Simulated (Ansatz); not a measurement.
# SrWO4: the cost of one run

Program: Ansatz 0.2.0. Level of theory: DFT PBEsol, scalar-relativistic, plane waves, PAW. These are calculated values, not measurements.

1 further run of the same task is left out (set aside as unsound or not needed).

### 1 The system as given

It takes space group I4_1/a (No. 88, tetragonal). Conventional cell: a = 5.405 Å, b = 5.405 Å, c = 11.837 Å, α = 90.00°, β = 90.00°, γ = 90.00°. Sr (site symmetry -4) is surrounded by 8 O at 2.55 to 2.59 Å. Around W (site symmetry -4) lie 4 O at 1.79 Å. Around O (site symmetry 1) lie 1 W at 1.79 Å and 2 Sr at 2.55 to 2.59 Å.

Coordinates:

```
Sr W O
1.0
    -2.70262    2.70262    5.91839
     2.70262   -2.70262    5.91839
     2.70262    2.70262   -5.91839
Sr W O
2 2 8
Direct
  0.75000 0.25000 0.50000
  0.00000 0.00000 0.00000
  0.25000 0.75000 0.50000
  0.50000 0.50000 0.00000
  0.43996 0.81917 0.09212
  0.56917 0.97705 0.87921
  0.09784 0.68996 0.12079
  0.72705 0.34784 0.90788
  0.02295 0.90216 0.59212
  0.65216 0.56004 0.37921
  0.18083 0.27295 0.62079
  0.31004 0.43083 0.40788
```

It goes back to an entry of the Materials Project.

This cell was relaxed beforehand with the same method: volume 14.41 Å³/atom, gap on the mesh 4.44 eV.

### 2 Electronic structure at the relaxed geometry

Contents of input.yaml:

```yaml
crystal:
  lattice:
    - [-2.7026186088, 2.7026186088, 5.9183925384]
    - [2.7026186088, -2.7026186088, 5.9183925384]
    - [2.7026186088, 2.7026186088, -5.9183925384]
  atoms:
    - { symbol: Sr, position: [0.75, 0.25, 0.5] }
    - { symbol: Sr, position: [0.0, 0.0, 0.0] }
    - { symbol: W, position: [0.25, 0.75, 0.5] }
    - { symbol: W, position: [0.5, 0.5, 0.0] }
    - { symbol: O, position: [0.4399559616, 0.8191660353, 0.092119394] }
    - { symbol: O, position: [0.5691660353, 0.9770466413, 0.8792100738] }
    - { symbol: O, position: [0.0978365675, 0.6899559616, 0.1207899262] }
    - { symbol: O, position: [0.7270466413, 0.3478365675, 0.907880606] }
    - { symbol: O, position: [0.0229533587, 0.9021634325, 0.592119394] }
    - { symbol: O, position: [0.6521634325, 0.5600440384, 0.3792100738] }
    - { symbol: O, position: [0.1808339647, 0.2729533587, 0.6207899262] }
    - { symbol: O, position: [0.3100440384, 0.4308339647, 0.407880606] }
basis:
  ecutwfc: 420
kpoints:
  mp_grid: { grid: [6, 6, 6] }
  band_path:
    path:
      - [[0.0, 0.0, 0.0], [0.0, 0.0, 0.5], [0.25, 0.25, 0.25], [0.0, 0.5, 0.0], [0.0, 0.0, 0.0], [0.5, 0.5, -0.5], [0.30213171, 0.69786829, -0.30213171]]
      - [[-0.30213171, 0.30213171, 0.30213171], [0.0, 0.0, 0.0]]
      - [[0.0, 0.0, 0.5], [-0.10426343, 0.10426343, 0.5]]
      - [[0.5, 0.5, -0.10426343], [0.5, 0.5, -0.5]]
    npoints: 10
hamiltonian:
  xc: pbesol
scf:
  occupations: { method: gaussian, width: 0.02 }
  n_extra_bands: 30
output:
  forces: true
  stress: true
  eigenvalues: true
  populations: true
  dos: { projected: true, de: 0.02, nscf_kmesh: { grid: [9, 9, 9] } }
  bader: false
```

Started as:

```console
$ ansatz run input.yaml --threads 4 --pin off --max-ram 10240MiB --backend cpu --events-out ev --progress --plain --runs-dir out
```

**Question.** How long does this run take on 4 threads of Arm Neoverse V1, shared host, and how much memory does it need?

About 40 s, with a peak of 1.1 GiB.
